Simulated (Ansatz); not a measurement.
**CH₆OSSi₂: one species, many methods**

How much do the methods differ for CH₆OSSi₂? The plan is to run it at one geometry with functionals of several rungs and with coupled cluster, and see how far each lands from CCSD(T) at the basis-set limit for the atomisation energy.

Program: Ansatz 0.2.0, Gaussian basis. Level of theory: functionals in def2-TZVPP, the program's frozen cores in correlated methods. These are calculated values, not measurements.

Plan: LDA (SPW92), PBE-D4, revPBE-D4, BLYP-D4, r2SCAN-D4, B97M-V, PBE0-D4, B3LYP-D4, r2SCANh-D4, r2SCAN0-D4, HSE06-D4, BHLYP-D4, CAM-B3LYP-D4, LC-ωPBE, ωB97X-V, ωB97M-V, B2PLYP, PBE-QIDH; CCSD(T)/def2-SVP; CCSD(T)/def2-TZVPP; MP2/def2-QZVPP; extrapolation to the limit; RPA on PBE.

**1. Structure used throughout**

An earlier PBE0-D4 in a triple-zeta def2 set relaxation fixed the geometry.

11 atoms, charge 0, spin multiplicity 1.

Atoms are counted from 1 here; the program's logs count them from 0.

Bond lengths: O1–C2 1.205 Å, C2–Si3 1.933 Å, C2–H6 1.114 Å, Si3–Si4 2.343 Å, Si3–S5 2.126 Å, Si3–H7 1.490 Å, Si4–H8 1.486 Å, Si4–H9 1.489 Å, Si4–H10 1.486 Å, S5–H11 1.354 Å. Angles: O1–C2–Si3 122.0°, O1–C2–H6 119.3°, Si3–C2–H6 118.6°, C2–Si3–Si4 109.4°, C2–Si3–S5 104.3°, C2–Si3–H7 106.8°, Si4–Si3–S5 112.9°, Si4–Si3–H7 109.8°, S5–Si3–H7 113.2°, Si3–Si4–H8 109.3°, Si3–Si4–H9 110.3°, Si3–Si4–H10 109.3°, H8–Si4–H9 109.0°, H8–Si4–H10 109.5°, H9–Si4–H10 109.4°, Si3–S5–H11 88.8°.

As a file:

```mol
CH6OSSi2
  3D, bonds by distance, orders not assigned

 11 10  0  0  0  0  0  0  0  0999 V2000
   -1.9287    0.9176   -1.5132 O   0  0
   -0.7892    1.0945   -1.1647 C   0  0
    0.3440   -0.3611   -0.5867 Si  0  0
    0.8850   -0.0734    1.6746 Si  0  0
   -0.8171   -2.1060   -0.9426 S   0  0
   -0.3732    2.1282   -1.1621 H   0  0
    1.5814   -0.3001   -1.4148 H   0  0
    1.6857   -1.2356    2.1411 H   0  0
    1.6818    1.1704    1.8600 H   0  0
   -0.3660    0.0194    2.4704 H   0  0
   -1.8383   -1.3111   -1.3415 H   0  0
  1  2  8  0
  2  3  8  0
  3  4  8  0
  3  5  8  0
  2  6  8  0
  3  7  8  0
  4  8  8  0
  4  9  8  0
  4 10  8  0
  5 11  8  0
M  END
```

**2. LDA**

This LDA is Slater exchange with PW92 correlation.

The input, in.yaml:

```yaml
crystal:
  periodic: [false, false, false]
  atoms:
    - {symbol: O, position_ang: [-1.928662, 0.917608, -1.513196]}
    - {symbol: C, position_ang: [-0.789223, 1.094518, -1.164727]}
    - {symbol: Si, position_ang: [0.343993, -0.361135, -0.586707]}
    - {symbol: Si, position_ang: [0.885047, -0.073364, 1.674648]}
    - {symbol: S, position_ang: [-0.817097, -2.105965, -0.942558]}
    - {symbol: H, position_ang: [-0.373233, 2.128229, -1.162133]}
    - {symbol: H, position_ang: [1.581375, -0.300072, -1.414754]}
    - {symbol: H, position_ang: [1.685678, -1.235601, 2.141051]}
    - {symbol: H, position_ang: [1.681792, 1.170393, 1.859982]}
    - {symbol: H, position_ang: [-0.365961, 0.019375, 2.470421]}
    - {symbol: H, position_ang: [-1.838311, -1.311083, -1.341527]}
basis:
  gaussian: {orbitals: def2-TZVPP}
hamiltonian: {xc: lda}
output: {orbitals: {seedname: orbitals}}
```

Launch:

```
$ ansatz run in.yaml --threads 4 --pin off --events-out ev --progress --plain --max-ram 10444MiB
```

The runs that follow: PBE-D4 (GGA); revPBE-D4 (GGA); BLYP-D4 (GGA); r2SCAN-D4 (meta-GGA); B97M-V (meta-GGA); PBE0-D4 (hybrid); B3LYP-D4 (hybrid); r2SCANh-D4 (hybrid); r2SCAN0-D4 (hybrid); HSE06-D4 (hybrid); BHLYP-D4 (hybrid); CAM-B3LYP-D4 (range-separated); LC-ωPBE (range-separated); ωB97X-V (range-separated); ωB97M-V (range-separated); B2PLYP (double hybrid); PBE-QIDH (double hybrid); CCSD(T) in def2-SVP; CCSD(T) in def2-TZVPP; MP2 in def2-QZVPP; RPA on PBE orbitals.

Q: Predict the results of all the runs planned. Wanted: atomisation energy, CCSD(T)/CBS; farthest beyond LDA; mean size of error, GGA; mean size of error, meta-GGA; mean size of error, hybrid; mean size of error, range-separated; mean size of error, double hybrid; gap, smallest and largest; T1 diagnostic.

**Answer**, as computed:

| quantity | value |
| --- | --- |
| atomisation energy, CCSD(T)/CBS | 37.981 eV |
| functionals within 0.190 eV (0.5 %) | BLYP-D4, r2SCAN-D4, PBE0-D4, B3LYP-D4, r2SCANh-D4, HSE06-D4, CAM-B3LYP-D4, ωB97M-V |
| farthest beyond LDA | BHLYP-D4 (-1.196 eV) |
| mean size of error, GGA | 0.302 eV |
| mean size of error, meta-GGA | 0.213 eV |
| mean size of error, hybrid | 0.385 eV |
| mean size of error, range-separated | 0.228 eV |
| mean size of error, double hybrid | 0.567 eV |
| gap, smallest and largest | 2.81 eV (LDA (SPW92)), 10.37 eV (LC-ωPBE) |
| T1 diagnostic | 0.0155 |
| triples share of the correlation energy | 4.2 % |

What this shows: LDA overbinds by 5.366 eV (14 %). PBE-D4 is off by +0.566 eV. Double hybrids carry the basis error of their MP2 part in triple zeta, and no dispersion term here, so their miss is partly the set-up's. Taken by rung, meta-GGA functionals do best (0.213 eV on average) and double hybrid ones worst beyond LDA (0.567 eV). hybrid functionals lie within the reference's doubt of that worst mean (0.385 eV), so those two tie. The gap between the best rungs is small, so their order is not settled. Misses under about 0.190 eV are within the doubt on the reference itself, which lacks core-valence correlation, relativity and higher excitations. Hartree-Fock recovers 71 % of the binding; the rest is correlation. CCSD(T) in def2-SVP is off by -2.673 eV, which most functionals beat. Orbital gaps span 2.8 to 10.4 eV; exact exchange widens them.
